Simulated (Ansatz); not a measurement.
Crystal: Hf2Pd2Se2Br2O3.

```
CELL_PARAMETERS angstrom
7.58666 -1.70971 -1.17576
7.58666 1.70971 -1.17576
-2.02446 0.00000 13.05155
ATOMIC_POSITIONS crystal
Hf 0.94514 0.94514 0.06144
Hf 0.60628 0.60628 0.28309
Pd 0.17920 0.17920 0.50964
Pd 0.32286 0.32286 0.74307
Se 0.92232 0.92232 0.84566
Se 0.78991 0.78991 0.58800
Br 0.58645 0.58645 0.04520
Br 0.24604 0.24604 0.28651
O 0.59701 0.59701 0.42127
O 0.38554 0.38554 0.07302
O 0.03094 0.03094 0.22169
```

The cell was built by a generator and needn't be a form met in nature.

Base run:

| Quantity | Value |
| --- | --- |
| Program | Ansatz 0.2.0 |
| Functional | RPBE |
| Potentials or basis | all-electron LAPW, scalar-relativistic |
| Cutoff | 502 eV |
| Density cutoff | 2006 eV |
| Basis error allowed | 0.002 eV/atom |
| k mesh | 6 × 6 × 2 |
| Occupations | fermi-dirac, width 0.05 eV |
| Spin | no spin polarisation |

Its results: band gap on the k mesh 0.68 eV, indirect (least direct gap 0.69 eV); pressure 1.6 GPa; largest force 0.225 eV/Å.

Problem. The run is repeated on the same cell with these changes: functional from RPBE to PBE. What comes out?

Solution. Band gap on the k mesh 0.67 eV, indirect (least direct gap 0.67 eV); pressure 0.0 GPa; largest force 0.125 eV/Å.

PBE binds more tightly than RPBE, so the same cell stands under less pressure.

Caveats: spin-orbit coupling is left out, which moves the levels of the heavy elements.

A k mesh can miss the band edges.

Not every run made on this cell is shown here.
